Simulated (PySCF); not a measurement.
# C5H5F3: NMR shifts and electronic excitations in gas and solvents

Aim: compute the NMR shifts and electronic excitations of C5H5F3 (`FC(F)(F)[C@]12C[C@H]1C2`), and see what a dielectric continuum does where one was used.

The runs use PySCF 2.14.0, with density-fitted response routines of our own; the level of theory stands in each step. All values are computed, except where a source is named. Atoms are numbered from 0 throughout.

## Step 1: The molecule as given

13 atoms, charge 0, multiplicity 1; geometry from: GFN2-xTB.

Bonds of the start (Å): F0–C1 1.35, C1–F2 1.35, C1–F3 1.35, C1–C4 1.47, C4–C5 1.50, C5–C6 1.49, C6–C7 1.49, C6–C4 1.49, C7–C4 1.50, C5–H8 1.08, C5–H9 1.08, C6–H10 1.07, C7–H11 1.08, C7–H12 1.08.

## Step 2: Relaxing the molecule at PBE0-D3(BJ)/def2-SVP

Job settings and geometry (Å):

```
{"job": {"xc": "PBE0", "basis": "def2-SVP", "d3": "d3bj", "grid": 1, "kind": "geom"}, "charge": 0, "multiplicity": 1}
F      0.680253     2.246498     0.373337
C      1.173279     0.994840     0.393124
F      2.326642     1.040720    -0.303030
F      1.521021     0.738775     1.667498
C      0.220221     0.004868    -0.141527
C     -0.939589     0.153923    -1.083087
C     -1.150904    -0.400472     0.288133
C     -0.056890    -1.417322     0.252109
H     -0.984705    -0.511517    -1.936759
H     -1.298728     1.155286    -1.282051
H     -1.781385    -0.075638     1.087170
H     -0.055768    -2.167224    -0.529834
H      0.342165    -1.762252     1.197190
```

Standard output:

```text
step   0  E = -492.14174982  max force = 0.020765
step   1  E = -492.14220078  max force = 0.017069
step   2  E = -492.14362437  max force = 0.007862
step   3  E = -492.14393656  max force = 0.002775
step   4  E = -492.14400795  max force = 0.001197
step   5  E = -492.14404965  max force = 0.001497
step   6  E = -492.14408613  max force = 0.001355
step   7  E = -492.14411067  max force = 0.000807
step   8  E = -492.14411916  max force = 0.000437
optimisation converged
```

Wall time 2.7 min (1 thread, shared host).

Relaxation path:

| step | energy from step 0 (eV) | largest force component (eV/Å) |
| --- | --- | --- |
| 0 | 0.0000 | 1.0678 |
| 1 | -0.0123 | 0.8777 |
| 2 | -0.0510 | 0.4043 |
| 3 | -0.0595 | 0.1427 |
| 4 | -0.0614 | 0.0616 |
| 5 | -0.0626 | 0.0770 |
| 6 | -0.0636 | 0.0697 |
| 7 | -0.0642 | 0.0415 |
| 8 | -0.0645 | 0.0225 |

Close pairs (by a distance rule), those that changed most:

```csv
bond,before (Å),after (Å),change (Å)
C6–H10,1.068,1.089,+0.020
C4–C6,1.493,1.476,-0.017
C5–H8,1.083,1.099,+0.016
C7–H11,1.083,1.099,+0.015
C5–H9,1.082,1.095,+0.012
C1–F2,1.348,1.336,-0.012
C7–H12,1.082,1.095,+0.012
C4–C5,1.501,1.491,-0.010
```

The end geometry stands in the next job.

```csv
at the end point,value
point group (found at 0.08 Å tolerance),Cs
"rotational constants (GHz, main isotopes)","3.518, 1.789, 1.614"
dipole moment (D),1.99
```

## Step 3: Nuclear shieldings: PBE0/pcSseg-1 in benzene

Job settings and geometry (Å):

```
{"job": {"kind": "nmr", "xc": "PBE0", "basis": "pcSseg-1", "solvent": "benzene", "pop": true}, "charge": 0, "multiplicity": 1}
F      1.305041     1.721318     0.840649
C      1.281949     0.382605     0.808638
F      2.508865    -0.024114     0.472190
F      1.050999    -0.047855     2.056331
C      0.245522    -0.112487    -0.125726
C     -0.429681     0.585895    -1.256974
C     -1.213657     0.105987    -0.081638
C     -0.672016    -1.280511     0.013652
H     -0.517075     0.064873    -2.220517
H     -0.266862     1.666096    -1.328487
H     -1.789329     0.678338     0.643983
H     -0.782368    -1.966223    -0.837925
H     -0.708674    -1.757277     0.998257
```

With the program's defaults for keys left out, this is: GIAO PBE0/pcSseg-1 NMR shielding, non-relativistic, IEF-PCM benzene.

Standard output:

```text
coarse grid: 11792 points
cycle   1  E = -492.2620476689  dE =  1.583e+00  |g| = 8.668e-01  |ddm| = 3.279e+00
cycle   2  E = -492.1409235516  dE =  1.211e-01  |g| = 1.268e+00  |ddm| = 1.082e+00
cycle   3  E = -492.3903170715  dE = -2.494e-01  |g| = 6.209e-02  |ddm| = 6.677e-01
cycle   4  E = -492.3907413745  dE = -4.243e-04  |g| = 4.569e-02  |ddm| = 9.293e-02
cycle   5  E = -492.3912173451  dE = -4.760e-04  |g| = 4.520e-03  |ddm| = 4.095e-02
cycle   6  E = -492.3912203504  dE = -3.005e-06  |g| = 2.062e-03  |ddm| = 4.431e-03
final grid: 117712 points
cycle   7  E = -492.4566192984  dE = -5.304e-05  |g| = 6.627e-03  |ddm| = 3.613e-02
cycle   8  E = -492.4566141156  dE =  5.183e-06  |g| = 8.707e-03  |ddm| = 1.236e-02
cycle   9  E = -492.4566294368  dE = -1.532e-05  |g| = 8.291e-04  |ddm| = 6.438e-03
cycle  10  E = -492.4566295498  dE = -1.130e-07  |g| = 2.552e-04  |ddm| = 6.855e-04
cycle  11  E = -492.4566295616  dE = -1.183e-08  |g| = 8.538e-05  |ddm| = 2.718e-04
cycle  12  E = -492.4566295632  dE = -1.570e-09  |g| = 1.280e-05  |ddm| = 9.151e-05
cycle  13  E = -492.4566295632  dE = -2.910e-11  |g| = 4.723e-06  |ddm| = 1.228e-05
converged SCF energy = -492.4566295632

GIAO shielding tensors (ppm)
atom      isotropic    diamagn.    paramagn.     s11        s22        s33       span
  0 F      262.542     474.398    -211.855    167.855    265.652    354.119    186.264
  1 C       51.783     240.161    -188.378     39.575     54.071     61.702     22.128
  2 F      249.551     471.557    -222.005    155.974    257.252    335.427    179.453
  3 F      262.099     474.487    -212.389    167.150    264.779    354.368    187.217
  4 C      176.648     256.465     -79.817    137.797    181.702    210.444     72.646
  5 C      151.157     252.672    -101.515    138.878    148.206    166.387     27.509
  6 C      178.736     255.696     -76.960    149.163    191.882    195.163     46.000
  7 C      151.208     252.686    -101.479    138.803    148.234    166.586     27.783
  8 H       30.238      29.400       0.839     24.821     26.481     39.413     14.592
  9 H       29.380      30.584      -1.204     23.664     26.298     38.177     14.513
 10 H       29.365      31.748      -2.383     24.524     25.516     38.054     13.530
 11 H       30.249      29.412       0.836     24.827     26.492     39.426     14.599
 12 H       29.379      30.593      -1.214     23.653     26.323     38.163     14.510
```

Wall time 48 s (1 thread, shared host).

The references, computed at this level on geometries of the same kind, shield at (ppm): 1H TMS 31.25, 13C TMS 184.9, 19F CFCl3 178.7. Their shielding less the atom's gives the shift. The references are single molecules in the same continuum, so shifts against H2O, NH3, PH3, H3PO4 or CFCl3 are not on the usual liquid scales and can be off by tens of ppm. Atoms listed in one row are averaged.

| atoms | environment | σ (ppm) | δ (ppm) |
| --- | --- | --- | --- |
| C1 | CF3 carbon | 51.8 | 133.1 |
| C5, C7 | three-membered-ring carbon | 151.2 | 33.7 |
| C4 | three-membered-ring carbon | 176.6 | 8.2 |
| C6 | three-membered-ring carbon | 178.7 | 6.1 |
| H10 | hydrogen on a three-membered-ring carbon | 29.36 | 1.89 |
| H9, H12 | hydrogen on a three-membered-ring carbon | 29.38 | 1.88 |
| H8, H11 | hydrogen on a three-membered-ring carbon | 30.24 | 1.01 |
| F0, F2, F3 | fluorine of a CF3 group | 258.1 | -79.3 |

The run also stored atomic charges by several schemes (e):

| atoms | Mulliken | IAO | Hirshfeld | ESP fit |
| --- | --- | --- | --- | --- |
| F0, F2, F3 | -0.27 | -0.29 | -0.10 | -0.21 |
| C1 | 0.93 | 0.80 | 0.26 | 0.62 |
| C4 | -0.48 | -0.07 | -0.06 | -0.01 |
| C5, C7 | -0.08 | -0.26 | -0.07 | -0.45 |
| C6 | -0.16 | -0.14 | -0.05 | -0.04 |

Mayer bond orders: F0–C1 0.99, C1–F2 0.99, C1–F3 0.99, C1–C4 0.98, C4–C5 0.99, C5–C6 0.97, C6–C7 0.97, C6–C4 0.78, C7–C4 0.99.

Ring of atoms C4, C5, C6: NICS(0) -48.9, NICS(1) -10.4, NICS(1)zz -21.2 ppm (means of both faces; NICS(1) differs between them: -12.9 and -8.0).

In rings of three or four atoms NICS is ruled by the nearby σ bonds, so it says little on aromaticity.

Ring of atoms C4, C6, C7: NICS(0) -48.9, NICS(1) -10.4, NICS(1)zz -21.3 ppm (means of both faces; NICS(1) differs between them: -12.9 and -8.0).

In rings of three or four atoms NICS is ruled by the nearby σ bonds, so it says little on aromaticity.

## Step 4: Shielding tensors: PBE0/pcSseg-1 in chloroform

Same as in step 3 but for these lines:

```diff
@@ -1,2 +1,2 @@
-{"job": {"kind": "nmr", "xc": "PBE0", "basis": "pcSseg-1", "solvent": "benzene", "pop": true}, "charge": 0, "multiplicity": 1}
+{"job": {"kind": "nmr", "xc": "PBE0", "basis": "pcSseg-1", "solvent": "chloroform", "pop": false}, "charge": 0, "multiplicity": 1}
 F      1.305041     1.721318     0.840649
```

Level: GIAO PBE0/pcSseg-1 NMR shielding, non-relativistic, IEF-PCM chloroform.

Standard output:

```text
coarse grid: 11792 points
cycle   1  E = -492.2637393388  dE =  1.581e+00  |g| = 8.647e-01  |ddm| = 3.279e+00
cycle   2  E = -492.1452582905  dE =  1.185e-01  |g| = 1.259e+00  |ddm| = 1.074e+00
cycle   3  E = -492.3915555504  dE = -2.463e-01  |g| = 5.871e-02  |ddm| = 6.548e-01
cycle   4  E = -492.3919250862  dE = -3.695e-04  |g| = 4.349e-02  |ddm| = 8.454e-02
cycle   5  E = -492.3923546360  dE = -4.295e-04  |g| = 4.119e-03  |ddm| = 3.806e-02
cycle   6  E = -492.3923572078  dE = -2.572e-06  |g| = 1.701e-03  |ddm| = 3.763e-03
final grid: 117712 points
cycle   7  E = -492.4577500505  dE = -5.302e-05  |g| = 6.746e-03  |ddm| = 3.596e-02
cycle   8  E = -492.4577450607  dE =  4.990e-06  |g| = 8.751e-03  |ddm| = 1.252e-02
cycle   9  E = -492.4577606645  dE = -1.560e-05  |g| = 8.036e-04  |ddm| = 6.424e-03
cycle  10  E = -492.4577607675  dE = -1.030e-07  |g| = 2.467e-04  |ddm| = 6.495e-04
cycle  11  E = -492.4577607780  dE = -1.045e-08  |g| = 8.223e-05  |ddm| = 2.436e-04
cycle  12  E = -492.4577607794  dE = -1.477e-09  |g| = 1.206e-05  |ddm| = 8.402e-05
cycle  13  E = -492.4577607795  dE = -2.308e-11  |g| = 4.361e-06  |ddm| = 1.147e-05
converged SCF energy = -492.4577607795

GIAO shielding tensors (ppm)
atom      isotropic    diamagn.    paramagn.     s11        s22        s33       span
  0 F      262.837     474.464    -211.626    168.008    266.146    354.358    186.351
  1 C       51.546     240.316    -188.771     38.836     53.575     62.227     23.391
  2 F      250.292     471.690    -221.398    156.830    257.903    336.145    179.315
  3 F      262.399     474.554    -212.155    167.305    265.284    354.609    187.304
  4 C      176.763     256.643     -79.880    137.812    181.759    210.717     72.905
  5 C      151.177     252.696    -101.519    138.558    148.499    166.475     27.917
  6 C      178.760     255.584     -76.824    149.058    191.966    195.255     46.197
  7 C      151.231     252.712    -101.481    138.489    148.526    166.678     28.189
  8 H       30.185      29.344       0.841     24.771     26.406     39.379     14.608
  9 H       29.340      30.539      -1.199     23.609     26.244     38.166     14.557
 10 H       29.262      31.645      -2.382     24.424     25.364     37.998     13.574
 11 H       30.196      29.357       0.839     24.777     26.418     39.393     14.616
 12 H       29.340      30.550      -1.210     23.599     26.269     38.153     14.554
```

It took 45 s on 1 thread, shared host.

In short: δ C1 133.6, C5 34.0, C4 8.4, C6 6.4, H10 1.98, H9 1.91 ppm (means over like atoms).

## Step 5: Ultraviolet spectrum: CAM-B3LYP/def2-SVPD

Same as in step 4 but for these lines:

```diff
@@ -1,2 +1,2 @@
-{"job": {"kind": "nmr", "xc": "PBE0", "basis": "pcSseg-1", "solvent": "chloroform", "pop": false}, "charge": 0, "multiplicity": 1}
+{"job": {"kind": "uv", "xc": "CAM-B3LYP", "basis": "def2-SVPD", "dynamic": true, "nstates": 6, "ntriplets": 0}, "charge": 0, "multiplicity": 1}
 F      1.305041     1.721318     0.840649
```

Method: TDDFT CAM-B3LYP/def2-SVPD, vertical, gas phase, core orbitals frozen in the response.

Standard output:

```text
coarse grid: 11792 points
cycle   1  E = -492.2719410556  dE =  1.759e+00  |g| = 8.877e-01  |ddm| = 5.616e+00
cycle   2  E = -492.2240767695  dE =  4.786e-02  |g| = 1.109e+00  |ddm| = 2.284e+00
cycle   3  E = -492.4178134035  dE = -1.937e-01  |g| = 6.111e-02  |ddm| = 1.158e+00
cycle   4  E = -492.4183805384  dE = -5.671e-04  |g| = 3.297e-02  |ddm| = 1.627e-01
cycle   5  E = -492.4186121400  dE = -2.316e-04  |g| = 6.472e-03  |ddm| = 7.331e-02
cycle   6  E = -492.4186209355  dE = -8.795e-06  |g| = 1.879e-03  |ddm| = 1.417e-02
final grid: 117712 points
cycle   7  E = -492.4927166170  dE = -3.847e-05  |g| = 4.368e-03  |ddm| = 1.001e-01
cycle   8  E = -492.4927158809  dE =  7.361e-07  |g| = 5.101e-03  |ddm| = 1.619e-02
cycle   9  E = -492.4927206375  dE = -4.757e-06  |g| = 3.670e-04  |ddm| = 6.345e-03
cycle  10  E = -492.4927206598  dE = -2.230e-08  |g| = 1.879e-04  |ddm| = 8.513e-04
cycle  11  E = -492.4927206680  dE = -8.234e-09  |g| = 3.187e-05  |ddm| = 4.171e-04
cycle  12  E = -492.4927206682  dE = -2.160e-10  |g| = 8.946e-06  |ddm| = 9.137e-05
converged SCF energy = -492.4927206682

Static polarisability (au): isotropic 56.571, principal 52.080 58.380 59.252

Singlet excitations
state   eV       nm        f      main configurations
  1   7.7116    160.8   0.01528   H->L 0.92
  2   8.0254    154.5   0.06938   H->L+1 0.94
  3   8.2490    150.3   0.00210   H->L+2 0.95
  4   8.3782    148.0   0.12077   H->L+4 0.65, H->L+3 0.28
  5   8.6687    143.0   0.02033   H->L+3 0.57, H->L+4 0.27
  6   9.3293    132.9   0.00018   H->L+9 0.64, H->L+10 0.22
```

Run time: 90 s. Hardware: 1 thread, shared host.

Frontier orbitals and where they lie:

| orbital | eV | atoms |
| --- | --- | --- |
| HOMO−3 | -12.44 | C5 26 %, C7 26 %, H9 14 % |
| HOMO−2 | -11.41 | C6 20 %, C4 20 %, C5 14 % |
| HOMO−1 | -11.11 | C7 24 %, C5 24 %, C6 21 % |
| HOMO | -9.27 | C4 29 %, C6 29 %, C5 10 % |
| LUMO | 1.37 | C5 14 %, C7 14 %, C6 11 % |
| LUMO+1 | 1.82 | H10 24 %, C6 14 %, H11 10 % |
| LUMO+2 | 1.88 | C7 15 %, C5 15 %, H12 12 % |

With each of the 6 states as a Gaussian band of 0.4 eV half-width at 1/e, the curve within the window shown has maxima at 150 nm (ε 7,000) L/(mol cm). Beyond the last state computed it falls off for lack of states. The curve at chosen wavelengths:

```tsv
nm	ε (L/mol/cm)
129	7
131	22
133	72
134	128
136	361
138	864
140	1748
142	3019
143	3751
145	5209
147	6356
149	6923
151	6854
152	6616
154	5856
156	4882
158	3858
160	2898
161	2466
163	1719
165	1142
167	722
169	434
170	331
172	185
174	98
```

Ground-state properties from the same run:

```csv
property,computed
dipole moment (D),2.31
polarisability (Å³),8.38
HOMO–LUMO gap (eV),10.63
−ε(HOMO) (eV),9.27
C6 with itself (au),1584
```

## Step 6: Excited states and response: CAM-B3LYP/def2-SVPD in benzene

Same as in step 5 but for these lines:

```diff
@@ -1,2 +1,2 @@
-{"job": {"kind": "uv", "xc": "CAM-B3LYP", "basis": "def2-SVPD", "dynamic": true, "nstates": 6, "ntriplets": 0}, "charge": 0, "multiplicity": 1}
+{"job": {"kind": "uv", "xc": "CAM-B3LYP", "basis": "def2-SVPD", "solvent": "benzene", "nstates": 6, "ntriplets": 0}, "charge": 0, "multiplicity": 1}
 F      1.305041     1.721318     0.840649
```

Method: TDDFT CAM-B3LYP/def2-SVPD, vertical, IEF-PCM benzene (non-equilibrium linear response), core orbitals frozen in the response.

Standard output:

```text
coarse grid: 11792 points
cycle   1  E = -492.2751148586  dE =  1.756e+00  |g| = 8.841e-01  |ddm| = 5.622e+00
cycle   2  E = -492.2307506788  dE =  4.436e-02  |g| = 1.095e+00  |ddm| = 2.291e+00
cycle   3  E = -492.4200192472  dE = -1.893e-01  |g| = 5.850e-02  |ddm| = 1.151e+00
cycle   4  E = -492.4205494860  dE = -5.302e-04  |g| = 3.048e-02  |ddm| = 1.473e-01
cycle   5  E = -492.4207435472  dE = -1.941e-04  |g| = 5.552e-03  |ddm| = 6.730e-02
cycle   6  E = -492.4207502766  dE = -6.729e-06  |g| = 1.603e-03  |ddm| = 1.265e-02
final grid: 117712 points
cycle   7  E = -492.4948373909  dE = -3.865e-05  |g| = 4.514e-03  |ddm| = 1.002e-01
cycle   8  E = -492.4948368836  dE =  5.073e-07  |g| = 5.139e-03  |ddm| = 1.598e-02
cycle   9  E = -492.4948417133  dE = -4.830e-06  |g| = 3.662e-04  |ddm| = 6.129e-03
cycle  10  E = -492.4948417351  dE = -2.175e-08  |g| = 1.885e-04  |ddm| = 8.413e-04
cycle  11  E = -492.4948417431  dE = -8.071e-09  |g| = 2.735e-05  |ddm| = 4.042e-04
cycle  12  E = -492.4948417433  dE = -1.635e-10  |g| = 7.889e-06  |ddm| = 8.565e-05
converged SCF energy = -492.4948417433

Static polarisability (au): isotropic 63.501, principal 58.684 65.854 65.963

Singlet excitations
state   eV       nm        f      main configurations
  1   7.6969    161.1   0.01986   H->L 0.89
  2   7.9945    155.1   0.09946   H->L+1 0.94
  3   8.2137    150.9   0.00272   H->L+2 0.94
  4   8.2820    149.7   0.14717   H->L+4 0.60, H->L+3 0.32
  5   8.5739    144.6   0.03109   H->L+3 0.49, H->L+4 0.33
  6   9.2817    133.6   0.00009   H->L+9 0.57, H->L+10 0.27
```

Run time: 76 s. Hardware: 1 thread, shared host.

In short: HOMO -9.12 eV, LUMO 1.46 eV; lowest singlet 7.70 eV.

## Step 7: Ultraviolet spectrum: CAM-B3LYP/def2-SVPD in chloroform

Same as in step 6 but for these lines:

```diff
@@ -1,2 +1,2 @@
-{"job": {"kind": "uv", "xc": "CAM-B3LYP", "basis": "def2-SVPD", "solvent": "benzene", "nstates": 6, "ntriplets": 0}, "charge": 0, "multiplicity": 1}
+{"job": {"kind": "uv", "xc": "CAM-B3LYP", "basis": "def2-SVPD", "solvent": "chloroform", "nstates": 6, "ntriplets": 0}, "charge": 0, "multiplicity": 1}
 F      1.305041     1.721318     0.840649
```

With the program's defaults for keys left out, this is: TDDFT CAM-B3LYP/def2-SVPD, vertical, IEF-PCM chloroform (non-equilibrium linear response), core orbitals frozen in the response.

Standard output:

```text
coarse grid: 11792 points
cycle   1  E = -492.2768178946  dE =  1.754e+00  |g| = 8.821e-01  |ddm| = 5.625e+00
cycle   2  E = -492.2346731044  dE =  4.214e-02  |g| = 1.087e+00  |ddm| = 2.294e+00
cycle   3  E = -492.4212230271  dE = -1.865e-01  |g| = 5.735e-02  |ddm| = 1.144e+00
cycle   4  E = -492.4217372038  dE = -5.142e-04  |g| = 2.930e-02  |ddm| = 1.398e-01
cycle   5  E = -492.4219140573  dE = -1.769e-04  |g| = 5.148e-03  |ddm| = 6.410e-02
cycle   6  E = -492.4219199820  dE = -5.925e-06  |g| = 1.480e-03  |ddm| = 1.196e-02
final grid: 117712 points
cycle   7  E = -492.4960021150  dE = -3.873e-05  |g| = 4.619e-03  |ddm| = 1.002e-01
cycle   8  E = -492.4960017042  dE =  4.108e-07  |g| = 5.199e-03  |ddm| = 1.598e-02
cycle   9  E = -492.4960066509  dE = -4.947e-06  |g| = 3.675e-04  |ddm| = 6.093e-03
cycle  10  E = -492.4960066727  dE = -2.177e-08  |g| = 1.898e-04  |ddm| = 8.486e-04
cycle  11  E = -492.4960066808  dE = -8.060e-09  |g| = 2.587e-05  |ddm| = 4.017e-04
cycle  12  E = -492.4960066809  dE = -1.538e-10  |g| = 7.557e-06  |ddm| = 8.355e-05
converged SCF energy = -492.4960066809

Static polarisability (au): isotropic 68.175, principal 63.467 70.214 70.844

Singlet excitations
state   eV       nm        f      main configurations
  1   7.6975    161.1   0.01795   H->L 0.86, H->L+3 0.09
  2   7.9912    155.2   0.10369   H->L+1 0.93
  3   8.2054    151.1   0.00243   H->L+2 0.93
  4   8.2679    150.0   0.13172   H->L+4 0.54, H->L+3 0.36
  5   8.5305    145.3   0.03559   H->L+3 0.43, H->L+4 0.38
  6   9.2576    133.9   0.00005   H->L+9 0.54, H->L+10 0.29
```

Run time: 76 s. Hardware: 1 thread, shared host.

In short: HOMO -9.05 eV, LUMO 1.49 eV; lowest singlet 7.70 eV.

## Step 8: Run by run: NMR shifts

Shifts (ppm) of some atoms, chosen among heavy atoms and hydrogens apart, means over like atoms, with basis size and wall time:

```csv
run,C1,C5,C4,C6,H10,H8,F0,functions,time
PBE0/pcSseg-1 in benzene,133.1,33.7,8.2,6.1,1.89,1.01,-79.3,161,48 s
PBE0/pcSseg-1 in chloroform,133.6,34.0,8.4,6.4,1.98,1.06,-78.9,161,45 s
```

The continuum's effect on the ground state:

```csv
solvent,ε,polarisation energy (Eh),μ (D)
benzene,2.27,-0.0021,2.27
chloroform,4.71,-0.0034,2.37
```

## Step 9: Comparing the runs: electronic excitations

Excitations and ground-state properties, with basis size and wall time:

```
                              run  lowest singlet (eV)  brightest (eV)      f  gap (eV)  α (Å³)  μ (D)  functions  time
              CAM-B3LYP/def2-SVPD                 7.71            8.38  0.121     10.63    8.38   2.31        209  90 s
   CAM-B3LYP/def2-SVPD in benzene                 7.70            8.28  0.147     10.58    9.41   2.54        209  76 s
CAM-B3LYP/def2-SVPD in chloroform                 7.70            8.27  0.132     10.54   10.10   2.66        209  76 s
```

The continuum's effect on the ground state:

```csv
solvent,ε,polarisation energy (Eh),μ (D)
benzene,2.27,-0.0022,2.54
chloroform,4.71,-0.0036,2.66
```

## Step 10: Outcome

```
                                                                          quantity                        value
                                                                       point group                           Cs
                                              rotational constants (main isotopes)         3.52, 1.79, 1.61 GHz
  13C shifts against TMS (PBE0/pcSseg-1, benzene, means over atoms taken as alike)    133.1, 33.7, 8.2, 6.1 ppm
   1H shifts against TMS (PBE0/pcSseg-1, benzene, means over atoms taken as alike)         1.89, 1.88, 1.01 ppm
19F shifts against CFCl3 (PBE0/pcSseg-1, benzene, means over atoms taken as alike)                    -79.3 ppm
                                              lowest singlet (CAM-B3LYP/def2-SVPD)  7.71 eV (161 nm), f = 0.015
                                          brightest single state of those computed  state 4, 8.38 eV, f = 0.121
                                                          range of the shift of C1           133.1 to 133.6 ppm
                                                       range of the lowest singlet              7.70 to 7.71 eV
```

In words: Relaxing lowered the energy by 0.064 eV in 8 steps; the close pair that moved most is C6–H10, from 1.068 to 1.089 Å. At PBE0/pcSseg-1: The largest span, 184 ppm, is at F0, F2, F3, where the paramagnetic term is -215 ppm. The first singlet state (HOMO→LUMO 0.92) lies at 7.71 eV and is weak; of the 6 states computed, the strongest absorption comes from state 4 at 8.38 eV. Across the 2 runs the shift of C1 moves most, between 133.1 (PBE0/pcSseg-1 in benzene) and 133.6 ppm (PBE0/pcSseg-1 in chloroform). Part of that comes from the computed reference. The continuum holds electrostatics alone: no hydrogen bonds to the solvent, and the gas-phase geometry is kept. The lowest singlet runs from 7.70 eV (CAM-B3LYP/def2-SVPD in benzene) to 7.71 eV (CAM-B3LYP/def2-SVPD), while the orbital gap spans 10.54 to 10.63 eV. The lowest state need not be the same one in every run.
